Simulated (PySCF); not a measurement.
# GeH2 (SMILES [GeH2]) at CCSD(T)/ANO-RCC-VDZ (sfX2C)

What is the energy difference between two shapes of GeH2 at CCSD(T)/ANO-RCC-VDZ (sfX2C)? Input form: a Python script.

The calculation is run with PySCF 2.14.0.

6 further runs of the same task are left out: 6 set aside as unsound or not needed.

### 1 The structure to begin with

GeH2 has 3 atoms, charge 0, and is taken as a singlet. As SMILES, `[GeH2]`. Geometry: relaxed at PBE0-D4/def2-TZVP.

Bond lengths: Ge1–H2 1.595 Å, Ge1–H3 1.594 Å. Angles: H2–Ge1–H3 90.6°.

### 2 Energy and gradient at CCSD(T)/ANO-RCC-VDZ (sfX2C)

Contents of calc.py:

```python
import pyscf.grad
from pyscf import gto, scf, cc
from pyscf.cc import ccsd_t_lambda
from pyscf.grad import ccsd_t

mol = gto.M(
    atom='''
Ge
H 1 1.59453
H 1 1.594436 2 90.64041
''',
    basis='ano-rcc-vdz',
    max_memory=1860,
    symmetry=True,
    spin=0,
    verbose=3,
)

mf = scf.RHF(mol)
mf = mf.sfx2c1e()
mf.kernel()

mycc = cc.CCSD(mf, frozen=9)
mycc.kernel()
e_t = mycc.ccsd_t()
e_tot = mycc.e_tot + e_t
print(f'total energy: {e_tot:.8f} hartree')
eris = mycc.ao2mo()
conv, l1, l2 = ccsd_t_lambda.kernel(mycc, eris, mycc.t1, mycc.t2)
grad = ccsd_t.Gradients(mycc).kernel(mycc.t1, mycc.t2, l1, l2, eris=eris)
dip = mf.dip_moment()
pop, q = mf.mulliken_pop()
```

Started as:

```bash
$ OMP_NUM_THREADS=1 python calc.py
```

Output:

```text
converged SCF energy = -2098.19297285038
E(CCSD) = -2098.261908576882  E_corr = -0.06893572650065607
CCSD(T) correction = -0.000757868711984503
total energy: -2098.26266645 hartree
cycle = 1  norm(lambda1,lambda2) = 0.0033811
cycle = 2  norm(lambda1,lambda2) = 0.000931571
cycle = 3  norm(lambda1,lambda2) = 0.000393387
cycle = 4  norm(lambda1,lambda2) = 0.000104673
cycle = 5  norm(lambda1,lambda2) = 3.47222e-05
cycle = 6  norm(lambda1,lambda2) = 1.14305e-05
cycle = 7  norm(lambda1,lambda2) = 3.21667e-06
cycle = 8  norm(lambda1,lambda2) = 8.63121e-07
cycle = 9  norm(lambda1,lambda2) = 2.85788e-07
cycle = 10  norm(lambda1,lambda2) = 9.92381e-08
cycle = 11  norm(lambda1,lambda2) = 2.75345e-08
cycle = 12  norm(lambda1,lambda2) = 1.3793e-08
cycle = 13  norm(lambda1,lambda2) = 1.01822e-08
cycle = 14  norm(lambda1,lambda2) = 8.25542e-09
--------------- CCSD gradients ---------------
         x                y                z
0 Ge     0.0087426049    -0.0000000000     0.0088650795
1 H    -0.0097956778    -0.0000000000     0.0009433226
2 H     0.0010530729     0.0000000000    -0.0098084021
----------------------------------------------
Dipole moment(X, Y, Z, Debye):  0.01389, -0.00000,  0.01440
 ** Mulliken pop  **
pop of  0 Ge 1s           2.00000
pop of  0 Ge 2s           2.00000
pop of  0 Ge 3s           1.99913
pop of  0 Ge 4s           1.80803
pop of  0 Ge 5s          -0.01630
pop of  0 Ge 2px          2.00000
pop of  0 Ge 2py          2.00000
pop of  0 Ge 2pz          2.00000
pop of  0 Ge 3px          2.00010
pop of  0 Ge 3py          1.99997
pop of  0 Ge 3pz          2.00009
pop of  0 Ge 4px          0.94241
pop of  0 Ge 4py          0.00005
pop of  0 Ge 4pz          0.94785
pop of  0 Ge 5px         -0.00846
pop of  0 Ge 5py          0.00003
pop of  0 Ge 5pz         -0.00833
pop of  0 Ge 3dxy         1.99997
pop of  0 Ge 3dyz         1.99997
pop of  0 Ge 3dz^2        1.99875
pop of  0 Ge 3dxz         1.99996
pop of  0 Ge 3dx2-y2      1.99920
pop of  1 H 1s            1.20560
pop of  1 H 2s           -0.03681
pop of  2 H 1s            1.20560
pop of  2 H 2s           -0.03682
 ** Mulliken atomic charges  **
charge of    0Ge =      0.33756
charge of    1H =     -0.16879
charge of    2H =     -0.16878
```

Wall time 8.7 s (1 thread of Arm Neoverse V1, shared host); peak memory 0.14 GiB.

### 3 The distorted shape, same level

Contents of job.py:

```python
import pyscf.grad
from pyscf import gto, scf, cc
from pyscf.cc import ccsd_t_lambda
from pyscf.grad import ccsd_t

system = gto.Mole()
system.atom = '''
Ge
H 1 1.528345
H 1 1.619588 2 93.80816
'''
system.charge = 0
system.spin = 0
system.verbose = 3
system.max_memory = 1860
system.symmetry = True
system.basis = 'ano-rcc-vdz'
system.build()

hf = scf.RHF(system)
hf = hf.sfx2c1e()
hf.kernel()

mycc = cc.CCSD(hf, frozen=9)
mycc.kernel()
e_t = mycc.ccsd_t()
e_tot = mycc.e_tot + e_t
print('E(%s) = %.9f' % ('CCSD(T)', e_tot))
eris = mycc.ao2mo()
conv, l1, l2 = ccsd_t_lambda.kernel(mycc, eris, mycc.t1, mycc.t2)
grad = ccsd_t.Gradients(mycc).kernel(mycc.t1, mycc.t2, l1, l2, eris=eris)
dip = hf.dip_moment()
pop, q = hf.mulliken_pop()
```

Started as:

```bash
$ OMP_NUM_THREADS=1 python job.py
```

Output:

```text
converged SCF energy = -2098.19180218819
E(CCSD) = -2098.259809658387  E_corr = -0.06800747019872497
CCSD(T) correction = -0.000749801964596638
E(CCSD(T)) = -2098.260559460
cycle = 1  norm(lambda1,lambda2) = 0.00326841
cycle = 2  norm(lambda1,lambda2) = 0.000943686
cycle = 3  norm(lambda1,lambda2) = 0.000422482
cycle = 4  norm(lambda1,lambda2) = 0.00012787
cycle = 5  norm(lambda1,lambda2) = 3.97085e-05
cycle = 6  norm(lambda1,lambda2) = 1.1905e-05
cycle = 7  norm(lambda1,lambda2) = 3.17528e-06
cycle = 8  norm(lambda1,lambda2) = 8.64704e-07
cycle = 9  norm(lambda1,lambda2) = 2.95579e-07
cycle = 10  norm(lambda1,lambda2) = 1.0124e-07
cycle = 11  norm(lambda1,lambda2) = 2.74316e-08
cycle = 12  norm(lambda1,lambda2) = 1.40433e-08
cycle = 13  norm(lambda1,lambda2) = 1.02758e-08
cycle = 14  norm(lambda1,lambda2) = 8.47618e-09
--------------- CCSD gradients ---------------
         x                y                z
0 Ge     0.0302006058     0.0000000000     0.0050032785
1 H    -0.0287430019     0.0000000000    -0.0017687897
2 H    -0.0014576040    -0.0000000000    -0.0032344888
----------------------------------------------
Dipole moment(X, Y, Z, Debye):  0.30695,  0.00000, -0.02068
 ** Mulliken pop  **
pop of  0 Ge 1s           2.00000
pop of  0 Ge 2s           2.00000
pop of  0 Ge 3s           1.99905
pop of  0 Ge 4s           1.79420
pop of  0 Ge 5s          -0.01629
pop of  0 Ge 2px          2.00000
pop of  0 Ge 2py          2.00000
pop of  0 Ge 2pz          2.00000
pop of  0 Ge 3px          2.00011
pop of  0 Ge 3py          1.99997
pop of  0 Ge 3pz          2.00009
pop of  0 Ge 4px          0.93968
pop of  0 Ge 4py          0.00006
pop of  0 Ge 4pz          0.96174
pop of  0 Ge 5px         -0.00730
pop of  0 Ge 5py          0.00003
pop of  0 Ge 5pz         -0.00819
pop of  0 Ge 3dxy         1.99997
pop of  0 Ge 3dyz         1.99997
pop of  0 Ge 3dz^2        1.99880
pop of  0 Ge 3dxz         1.99992
pop of  0 Ge 3dx2-y2      1.99890
pop of  1 H 1s            1.20730
pop of  1 H 2s           -0.04097
pop of  2 H 1s            1.20390
pop of  2 H 2s           -0.03095
 ** Mulliken atomic charges  **
charge of    0Ge =      0.33928
charge of    1H =     -0.16633
charge of    2H =     -0.17295
```

It took 9 s on 1 thread of Arm Neoverse V1, shared host; peak memory 0.14 GiB.

### 4 Summary of results

Level: CCSD(T)/ANO-RCC-VDZ (sfX2C), 9 core orbitals frozen.

| quantity | value |
| --- | --- |
| first shape: total energy | -2098.26267 Eh |
| first shape: dipole moment (Hartree–Fock density) | 0.02 D |
| first shape: HOMO energy (Hartree–Fock orbitals) | -9.26 eV |
| first shape: LUMO energy (Hartree–Fock orbitals) | 0.12 eV |
| first shape: HOMO–LUMO gap (Hartree–Fock orbitals) | 9.37 eV |
| first shape: correlation energy (9 core orbitals frozen) | -69.7 mEh |
| first shape: (T) correction | -0.76 mEh |
| first shape: T1 diagnostic | 0.007 |
| first shape: largest force on an atom | 0.640 eV/Å |
| distorted shape: total energy | -2098.26056 Eh |
| distorted shape: dipole moment (Hartree–Fock density) | 0.31 D |
| distorted shape: HOMO energy (Hartree–Fock orbitals) | -9.12 eV |
| distorted shape: LUMO energy (Hartree–Fock orbitals) | 0.14 eV |
| distorted shape: HOMO–LUMO gap (Hartree–Fock orbitals) | 9.26 eV |
| distorted shape: correlation energy (9 core orbitals frozen) | -68.8 mEh |
| distorted shape: (T) correction | -0.75 mEh |
| distorted shape: T1 diagnostic | 0.006 |
| distorted shape: largest force on an atom | 1.574 eV/Å |
| energy change with the atoms displaced | 0.057 eV |

What this shows: With the atoms displaced the energy rises by 0.06 eV (5.5 kJ/mol). The first shape isn't relaxed at this level, so the change isn't measured from a minimum. The largest force (first shape) is 0.64 eV/Å: the shape isn't a stationary point for this species at this level. The triples (first shape) make up 1.1 % of the correlation energy. The triples (distorted shape) make up 1.1 % of the correlation energy.
